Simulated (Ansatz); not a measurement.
# Ga8Sb3P5: the cost of one run

Computed with Ansatz 0.2.0 (DFT PBEsol, scalar-relativistic, plane waves, PAW, and further levels as typed in the inputs, unless a step's input says otherwise).

## (1) The starting structure

The structure is trigonal, space group R3m (No. 160). The conventional cell has a = 8.047 Å, b = 8.047 Å, c = 19.711 Å, α = 90.00°, β = 90.00°, γ = 120.00°. Ga (site symmetry m) has 1 Sb at 2.46 Å and 3 P at 2.46 Å as nearest neighbours. Around Ga (site symmetry 3m) lie 3 Sb at 2.46 Å and 1 P at 2.46 Å. Ga (site symmetry m) has 2 P at 2.46 Å and 2 Sb at 2.46 Å as nearest neighbours. Ga (site symmetry 3m) has 4 P at 2.46 Å as nearest neighbours. Sb (site symmetry m) has 4 Ga at 2.46 Å as nearest neighbours. P (site symmetry 3m) has 4 Ga at 2.46 Å as nearest neighbours. P (site symmetry m) is surrounded by 4 Ga at 2.46 Å.

Coordinates:

```cif
data_structure
_symmetry_space_group_name_H-M 'R3m:H'
_symmetry_Int_Tables_number 160
_cell_length_a 8.0469
_cell_length_b 8.0469
_cell_length_c 19.7107
_cell_angle_alpha 90.000
_cell_angle_beta 90.000
_cell_angle_gamma 120.000
_cell_volume 1105.32
loop_
_atom_site_label
_atom_site_type_symbol
_atom_site_symmetry_multiplicity
_atom_site_Wyckoff_symbol
_atom_site_fract_x
_atom_site_fract_y
_atom_site_fract_z
_atom_site_occupancy
Ga1 Ga 9 b 0.83333 0.16667 0.16667 1
Ga2 Ga 3 a 0.00000 0.00000 0.00000 1
Ga3 Ga 9 b 0.66667 0.83333 0.33333 1
Ga4 Ga 3 a 0.33333 0.66667 0.16667 1
Sb1 Sb 9 b 0.50000 0.50000 0.37500 1
P1 P 3 a 0.66667 0.33333 0.20833 1
P2 P 9 b 0.66667 0.83333 0.20833 1
P3 P 3 a 0.00000 0.00000 0.37500 1
```

## (2) Relaxing cell and atoms: Ga8Sb3P5, no spin

The input, input.yaml:

```yaml
crystal:
  lattice:
    - [0.0, 5.69, 5.69]
    - [5.69, 0.0, 5.69]
    - [5.69, 5.69, 0.0]
  atoms:
    - { symbol: Ga, position: [0.0, 0.0, 0.0] }
    - { symbol: Ga, position: [0.0, 0.0, 0.5] }
    - { symbol: Ga, position: [0.0, 0.5, 0.0] }
    - { symbol: Ga, position: [0.0, 0.5, 0.5] }
    - { symbol: Ga, position: [0.5, 0.0, 0.0] }
    - { symbol: Ga, position: [0.5, 0.0, 0.5] }
    - { symbol: Ga, position: [0.5, 0.5, 0.0] }
    - { symbol: Ga, position: [0.5, 0.5, 0.5] }
    - { symbol: Sb, position: [0.125, 0.125, 0.125] }
    - { symbol: P, position: [0.125, 0.125, 0.625] }
    - { symbol: P, position: [0.125, 0.625, 0.125] }
    - { symbol: Sb, position: [0.125, 0.625, 0.625] }
    - { symbol: P, position: [0.625, 0.125, 0.125] }
    - { symbol: Sb, position: [0.625, 0.125, 0.625] }
    - { symbol: P, position: [0.625, 0.625, 0.125] }
    - { symbol: P, position: [0.625, 0.625, 0.625] }
scf:
  occupations: { method: gaussian, width: 0.01 }
output:
  forces: true
  stress: true
  eigenvalues: true
  write_density: true
  write_potential: true
  elf: true
  volumetric_format: npy
hamiltonian:
  xc: pbesol
relax:
  f_tol: 0.005
  max_steps: 60
  cell: { stress_tol: 0.03 }
kpoints:
  mp_grid: { grid: [4, 4, 4] }
```

Started as:

```
$ ansatz run input.yaml --threads 8 --pin off --max-ram 24576MiB --backend cpu --events-out ev --progress --plain --runs-dir out
```

What time and memory should one allow on 8 threads of Intel Xeon 6975P-C (Granite Rapids), shared host?

About 37 s, with a peak of 1.9 GiB.
